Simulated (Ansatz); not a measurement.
Working through a short molecular-dynamics run of ZnPt3, space group Pm-3m

With the Ansatz DFT code, driven from Python.

The cells in order, each with its output:

In [1]:
```python
import ansatz as az
from ase import Atoms
from ase.neighborlist import neighbor_list
import numpy as np
```

In [2]:
```python
FUNCTIONAL = "pbesol"
ECUT = 510
KGRID = (1, 2, 2)
FILLING = "Fermi-Dirac"
SIGMA = 0.1
N_STEPS = 20
TEMPERATURE_K = 100

cell = (
    az.Lattice.from_parameters(3.893, 3.893, 3.893, alpha=90.0, beta=90.0, gamma=90.0)
    .atom("Zn", [0.0, 0.0, 0.0])
    .atom("Pt", [0.0, 0.5, 0.5])
    .atom("Pt", [0.5, 0.0, 0.5])
    .atom("Pt", [0.5, 0.5, 0.0])
)
```

In [3]:
```python
# a small cell and a short run: a test of the set-up, no statistics
calculation = (
    cell.supercell(2, 1, 1).calculation()
    .functional(FUNCTIONAL)
    .basis(ECUT)
    .kpoints(*KGRID)
    .occupations(FILLING, width=SIGMA)
    .md("nvt_langevin", timestep=2.0, steps=N_STEPS, temperature=TEMPERATURE_K, friction=0.01, seed=383)
)
steps = []
```

In [4]:
```python
def follow(event):
    if event["event"] != "md_step":
        return
    row = event["data"]
    steps.append(row)
    print(f"t = {row['time_fs']:6.1f} fs  E_pot = {row['lagrangian_ev']:.4f} eV  E_kin = {row['e_kin_ev']:.4f} eV  T = {row['temperature_k']:7.1f} K")
```

In [5]:
```python
outcome = calculation.session().plan(threads=1).execute(on_event=follow)
summary = outcome.report
```
```text
DeckWarning: md: disabling space-group detection — thermal motion breaks the input geometry's symmetry, so no spatial operation reduces the k-mesh or symmetrises the density; time reversal is kept, so that k and −k are solved as one point where they differ and the mesh holds both, and exact exchange and, on two spinor [...]
t =    0.0 fs  E_pot = -80867.7738 eV  E_kin = 0.0000 eV  T =     0.0 K
t =    2.0 fs  E_pot = -80867.7738 eV  E_kin = 0.0045 eV  T =     4.3 K
t =    4.0 fs  E_pot = -80867.7737 eV  E_kin = 0.0110 eV  T =    10.7 K
t =    6.0 fs  E_pot = -80867.7737 eV  E_kin = 0.0139 eV  T =    13.5 K
t =    8.0 fs  E_pot = -80867.7735 eV  E_kin = 0.0117 eV  T =    11.3 K
t =   10.0 fs  E_pot = -80867.7734 eV  E_kin = 0.0125 eV  T =    12.1 K
t =   12.0 fs  E_pot = -80867.7732 eV  E_kin = 0.0129 eV  T =    12.5 K
t =   14.0 fs  E_pot = -80867.7730 eV  E_kin = 0.0176 eV  T =    17.0 K
t =   16.0 fs  E_pot = -80867.7727 eV  E_kin = 0.0193 eV  T =    18.6 K
t =   18.0 fs  E_pot = -80867.7724 eV  E_kin = 0.0188 eV  T =    18.2 K
t =   20.0 fs  E_pot = -80867.7721 eV  E_kin = 0.0183 eV  T =    17.7 K
t =   22.0 fs  E_pot = -80867.7716 eV  E_kin = 0.0149 eV  T =    14.4 K
t =   24.0 fs  E_pot = -80867.7711 eV  E_kin = 0.0170 eV  T =    16.4 K
t =   26.0 fs  E_pot = -80867.7706 eV  E_kin = 0.0161 eV  T =    15.5 K
t =   28.0 fs  E_pot = -80867.7701 eV  E_kin = 0.0244 eV  T =    23.6 K
t =   30.0 fs  E_pot = -80867.7693 eV  E_kin = 0.0307 eV  T =    29.7 K
t =   32.0 fs  E_pot = -80867.7686 eV  E_kin = 0.0274 eV  T =    26.5 K
t =   34.0 fs  E_pot = -80867.7677 eV  E_kin = 0.0362 eV  T =    35.0 K
t =   36.0 fs  E_pot = -80867.7665 eV  E_kin = 0.0478 eV  T =    46.2 K
t =   38.0 fs  E_pot = -80867.7650 eV  E_kin = 0.0454 eV  T =    43.9 K
t =   40.0 fs  E_pot = -80867.7634 eV  E_kin = 0.0517 eV  T =    50.0 K
```

In [6]:
```python
summary["kpoints_frac"][:4]
```
Out [6]:
```text
[[0.0, 0.0, 0.0], [0.0, 0.0, -0.5], [0.0, -0.5, 0.0], [0.0, -0.5, -0.5]]
```

In [7]:
```python
outcome.lattice.cell_ang
```
Out [7]:
```text
array([[7.78600000e+00, 0.00000000e+00, 0.00000000e+00],
       [2.38377499e-16, 3.89300000e+00, 0.00000000e+00],
       [2.38377499e-16, 2.38377499e-16, 3.89300000e+00]])
```

In [8]:
```python
temperature = np.array([s["temperature_k"] for s in steps])
print(f"mean temperature of the second half {temperature[len(steps) // 2 :].mean():.1f} K")
```
```text
mean temperature of the second half 29.0 K
```

In [9]:
```python
symbols = [site.symbol for site in outcome.lattice.sites]
pairs = np.concatenate([neighbor_list("d", Atoms(symbols, positions=s["positions_ang"], cell=outcome.lattice.cell_ang, pbc=True), 4.5) for s in steps[len(steps) // 2 :]])
counts, edges = np.histogram(pairs, bins=np.arange(0.5, 4.51, 0.25))
for low, count in zip(edges, counts / (len(symbols) * len(steps[len(steps) // 2 :]))):
    print(f"{low:4.2f}-{low + 0.25:4.2f} A  {count:6.2f} neighbours an atom")
```
```text
0.50-0.75 A    0.00 neighbours an atom
0.75-1.00 A    0.00 neighbours an atom
1.00-1.25 A    0.00 neighbours an atom
1.25-1.50 A    0.00 neighbours an atom
1.50-1.75 A    0.00 neighbours an atom
1.75-2.00 A    0.00 neighbours an atom
2.00-2.25 A    0.00 neighbours an atom
2.25-2.50 A    0.00 neighbours an atom
2.50-2.75 A    5.05 neighbours an atom
2.75-3.00 A    6.95 neighbours an atom
3.00-3.25 A    0.00 neighbours an atom
3.25-3.50 A    0.00 neighbours an atom
3.50-3.75 A    0.00 neighbours an atom
3.75-4.00 A    6.00 neighbours an atom
4.00-4.25 A    0.00 neighbours an atom
4.25-4.50 A    0.00 neighbours an atom
```

In [10]:
```python
with open("trajectory.xyz", "w") as handle:
    for s in steps[::5]:
        handle.write(f"{len(s['positions_ang'])}\nt = {s['time_fs']} fs\n")
        for site, xyz in zip(outcome.lattice.sites, s["positions_ang"]):
            handle.write("{} {:.4f} {:.4f} {:.4f}\n".format(site.symbol, *xyz))
```

File `trajectory.xyz` afterwards:
```text
8
t = 0.0 fs
Zn 0.0000 0.0000 0.0000
Pt 0.0000 1.9465 1.9465
Pt 1.9465 0.0000 1.9465
Pt 1.9465 1.9465 0.0000
Zn 3.8930 0.0000 0.0000
Pt 3.8930 1.9465 1.9465
Pt 5.8395 0.0000 1.9465
Pt 5.8395 1.9465 0.0000
8
t = 10.0 fs
Zn -0.0034 0.0047 -0.0016
Pt 0.0008 1.9477 1.9446
Pt 1.9471 -0.0011 1.9485
Pt 1.9501 1.9449 0.0013
Zn 3.8919 -0.0022 -0.0012
Pt 3.8933 1.9487 1.9483
Pt 5.8404 0.0005 1.9475
Pt 5.8407 1.9493 -0.0009
8
t = 20.0 fs
Zn -0.0073 0.0125 -0.0030
Pt 0.0029 1.9478 1.9410
Pt 1.9482 -0.0001 1.9509
Pt 1.9506 1.9406 0.0033
Zn 3.8940 -0.0012 0.0007
Pt 3.8972 1.9537 1.9490
Pt 5.8413 -0.0026 1.9465
Pt 5.8445 1.9492 -0.0007
8
t = 30.0 fs
Zn -0.0104 0.0199 -0.0010
Pt 0.0040 1.9491 1.9387
Pt 1.9508 -0.0005 1.9537
Pt 1.9480 1.9367 0.0048
Zn 3.9022 0.0031 0.0034
Pt 3.9011 1.9581 1.9485
Pt 5.8411 -0.0045 1.9457
Pt 5.8444 1.9529 -0.0020
8
t = 40.0 fs
Zn -0.0084 0.0273 -0.0001
Pt 0.0050 1.9488 1.9372
Pt 1.9510 -0.0024 1.9599
Pt 1.9422 1.9320 0.0097
Zn 3.9095 0.0124 0.0149
Pt 3.9045 1.9609 1.9517
Pt 5.8439 -0.0094 1.9480
Pt 5.8428 1.9590 -0.0025
```

Reading the output:
- Total energies depend on the potentials; only differences at equal settings carry meaning. A total without «per atom» is that of the whole cell that was run.
- For a metal this mesh is far too coarse, so the numbers only illustrate the procedure.
- Spin-orbit coupling, which matters for elements this heavy, is left out.
- The structure is a deposited one; some such entries were measured under pressure or heat, so a shift against it needn't be the functional's error alone.
- Warnings are shown shortened and without file and line.
- A small cell, a coarse mesh and a very short run: it shows the set-up and gives no equilibrium averages.
- Finished in 48 s on 1 thread of Arm Neoverse V2 (shared host), peak memory 0.55 GiB.
